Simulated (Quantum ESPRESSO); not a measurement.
Crystal: NbSi.

```
Nb Si
1.0
     0.00000    2.57383    2.57383
     2.57383    0.00000    2.57383
     2.57383    2.57383    0.00000
Nb Si
1 1
Cartesian
  0.0000 0.0000 0.0000
  2.5738 2.5738 2.5738
```

The cell was built by a generator and needn't be a form met in nature.

| Item | Value |
| --- | --- |
| Program | Quantum ESPRESSO 7.5 |
| Task | phonons |
| Functional | LDA |
| Potentials or basis | GBRV 1.5 LDA |
| Cutoff | 612 eV |
| Density cutoff | 4898 eV |
| k mesh | 9 × 9 × 9 |
| Occupations | cold, width 0.2 eV |
| Spin | no spin polarisation |
| Form of the LDA correlation | PZ81 |
| Mixing beta | 0.5 |
| Most SCF iterations | 120 |
| SCF threshold | 4e-10 Ry |

The cell and the atoms were relaxed first, to 16.22 Å³/atom (a = 3.580 Å, b = 3.580 Å, c = 3.580 Å, α = 60.00°, β = 60.00°, γ = 60.00°), and the response was taken there.

Question: Which optical modes does the crystal have at the zone centre, and which show in infrared and Raman spectra?

Answer: The optical modes are T1u. Infrared active: T1u. None is Raman active.

Optical modes at Γ, degenerate ones joined:
| cm⁻¹ | components | symmetry | active in |
| --- | --- | --- | --- |
| 386 | 3 | T1u | IR |
